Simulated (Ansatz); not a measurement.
Runs of Ansatz 0.2.0 on VBiO4. It takes space group I4_1/a (No. 88, tetragonal). The conventional cell has a = 5.122 Å, b = 5.122 Å, c = 11.592 Å, α = 90.00°, β = 90.00°, γ = 90.00°. Bi (site symmetry -4) has 8 O at 2.42 to 2.47 Å as nearest neighbours. Around V (site symmetry -4) lie 4 O at 1.73 Å. O (site symmetry 1) is surrounded by 1 V at 1.73 Å. Measurements of this composition are mostly on another form, of space group No. 15.

```tsv
level	U	hubbard projectors	double counting	gap on the mesh (eV)	pressure (GPa)	moment (μB)	largest force (eV/Å)
PBEsol+U	V d U = 1 eV	ortho-atomic (the default)	fll (the default)	2.16	-1.6	0.00	0.23
PBEsol+U	V d U = 2 eV	ortho-atomic (the default)	fll (the default)	2.19	-1.4	0.00	0.20
PBEsol+U	V d U = 3 eV	ortho-atomic (the default)	fll (the default)	(a)	-1.3	0.00	0.17
PBEsol+U	V d U = 6 eV	ortho-atomic (the default)	fll (the default)	2.39	(c)	0.00	0.06
PBEsol+U	V d U = 4 eV	ortho-atomic (the default)	fll (the default)	2.28	-1.1	0.00	0.13
PBEsol	-	-	-	(b)	-1.8	0.00	0.26
PBEsol+U	V d U = 5 eV	ortho-atomic (the default)	fll (the default)	2.33	-0.9	0.00	0.10
PBEsol+U	V d U = 8 eV	ortho-atomic (the default)	fll (the default)	2.54	-0.1	0.00	0.04
```

Alike in all rows: task band structure; potentials or basis Ansatz PAW; spin collinear, ferromagnetic start; cell as given; k mesh 7 × 7 × 7; cutoff (eV) 420; smearing fermi-dirac 0.05 eV.

Problem. Estimate the missing entries.

Solution. (a) 2.23; (b) 2.13; (c) -0.6.

Caveats: spin-orbit coupling is left out, which as a rule narrows the gap of such compounds by several tenths of an eV; the PAW data sets come from PBE, with cores solved anew for the run's functional, which leaves a small shift of forces and pressure; the starting moments weren't kept; the magnetic or orbital state may not be the lowest (some runs); the k mesh misses the band edges, so the gap on the mesh is wider than the one along the path (some runs).

A k mesh can miss the band edges, and the runs leave out spin-orbit coupling on Bi.
